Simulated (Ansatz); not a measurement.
A nudged elastic band was laid between two geometries of a periodic cell of 13 atoms, Mg12H (host Mg, host structure hcp, interstitial H).

Computed with DFT PBE, scalar-relativistic, plane waves, PAW in Ansatz. Settings: cutoff 420 eV, k mesh 3x2x3, gaussian smearing 0.05 eV, no spin polarisation.

```json
{
 "movable images": "4",
 "climbing image": "no",
 "spring": "5.0 eV/Å²",
 "optimiser": "quadratic models (default)",
 "start path": "default",
 "force threshold": "0.05 eV/Å",
 "iteration limit": "50",
 "end points": "relaxed"
}
```

First end point:

```xyz
13
Lattice="6.4200 0.0000 0.0000 -4.8150 8.3398 0.0000 0.0000 0.0000 5.2130" Properties=species:S:1:pos:R:3
Mg 0.008 -0.007 -0.018
Mg 0.008 1.860 2.628
Mg -1.602 2.789 0.011
Mg -1.599 4.630 2.614
Mg -3.206 5.565 0.016
Mg -3.202 7.418 2.616
Mg 3.202 -0.006 -0.022
Mg 3.201 1.861 2.623
Mg 1.597 2.774 -0.009
Mg 1.600 4.630 2.593
Mg -0.006 5.563 -0.008
Mg -0.002 7.406 2.594
H 1.611 0.953 1.294
```

Last end point:

Only the atoms that move by more than 0.05 Å are listed.
```
H13 1.589 0.970 3.844
```

Task: Which bonds break or form, and what moves?

Result: The atom that moves furthest is H13, by 2.55 Å; four of its nearest neighbours are Mg9 2.24, Mg8 2.26, Mg2 2.27, Mg7 2.28 Å at the first end and Mg2 2.21, Mg8 2.23, Mg6 2.26, Mg9 2.27 Å at the last.

Task: What energy profile does the band end with?

Result: It converged. The highest image is number 3 of 0 to 5, 0.160 eV above the ends, which have the same energy within 2 meV. No image climbed, so the highest image needn't sit at the top of the path. Limits of this set-up: odd electron count without spin, a small cell, in which the defect meets its images.

```tsv
image	path coordinate (Å)	energy (eV)
0	0.00	0.000
1	0.50	0.049
2	0.99	0.150
3	1.49	0.160
4	1.99	0.063
5	2.49	0.001
```

Task: What is the geometry of the highest image?

Result: 
```xyz
13
Lattice="6.4200 0.0000 0.0000 -4.8150 8.3398 0.0000 0.0000 0.0000 5.2130" Properties=species:S:1:pos:R:3
Mg -0.011 -0.019 0.007
Mg -0.035 1.912 2.588
Mg -1.588 2.801 -0.008
Mg -1.589 4.635 2.608
Mg -3.193 5.581 -0.005
Mg -3.190 7.355 2.596
Mg 3.234 -0.038 0.012
Mg 3.232 1.888 2.591
Mg 1.587 2.843 0.006
Mg 1.591 4.643 2.617
Mg -0.019 5.546 0.002
Mg -0.008 7.392 2.615
H 1.585 0.909 2.825
```

Time of the run: 71 s on 2 threads of INTEL(R) XEON(R) PLATINUM 8581C CPU @ 2.10GHz (Emerald Rapids) (shared host), peak memory 1.1 GiB.
